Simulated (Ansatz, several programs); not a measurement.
Ag₂ZnGeSe₄ in the stannite structure, relaxed with r2SCAN in Ansatz (plane waves, PAW): it is tetragonal, I-42m (No. 121); a = 5.628 Å, c = 12.548 Å in the conventional setting, 24.84 Å³ an atom. Ag is surrounded by 4 Se at 2.63 Å; Zn is surrounded by 4 Se at 2.49 Å; Ge is surrounded by 4 Se at 2.39 Å; Se is surrounded by 1 Ge at 2.39 Å and 1 Zn at 2.49 Å and 2 Ag at 2.63 Å. The cell was then scaled with its shape and fractional coordinates held, which makes it stiffer than a relaxed compression. No spin polarisation and no zero-point or thermal motion; the cell was built from a prototype and may be hypothetical.

```
V (Å³/atom)  E (meV/atom)
     23.347         18.40
     24.092          4.32
     24.837          0.00
     26.328         14.69
```

Problem. Pass a cubic E = c₀ + c₁u + c₂u² + c₃u³, with u = V − 24.651 Å³, through these points.

Solution. c₀ = 0.25, c₁ = -2.749, c₂ = 7.784, c₃ = -0.6014 (meV and Å³).

Problem. Where is the minimum, and what bulk modulus follows?

Solution. dE/du = 0 at u = +0.180, so V₀ = 24.83 Å³. B = V₀ d²E/dV² = 24.83 × (2c₂ + 6c₃u) = 24.83 × 14.917 = 370 meV/Å³, and 1 meV/Å³ is 0.16022 GPa: 59 GPa. A third-order Birch-Murnaghan fit to all five points gives 24.84 Å³ and 59 GPa.

Problem. Predict the energy and the pressure at the withheld volume, 25.583 Å³.

Solution. With u = +0.932: E ≈ 3.96 meV and P = −dE/dV ≈ -1.63 GPa. The run gives 3.89 meV and, from its stress, -1.62 GPa.
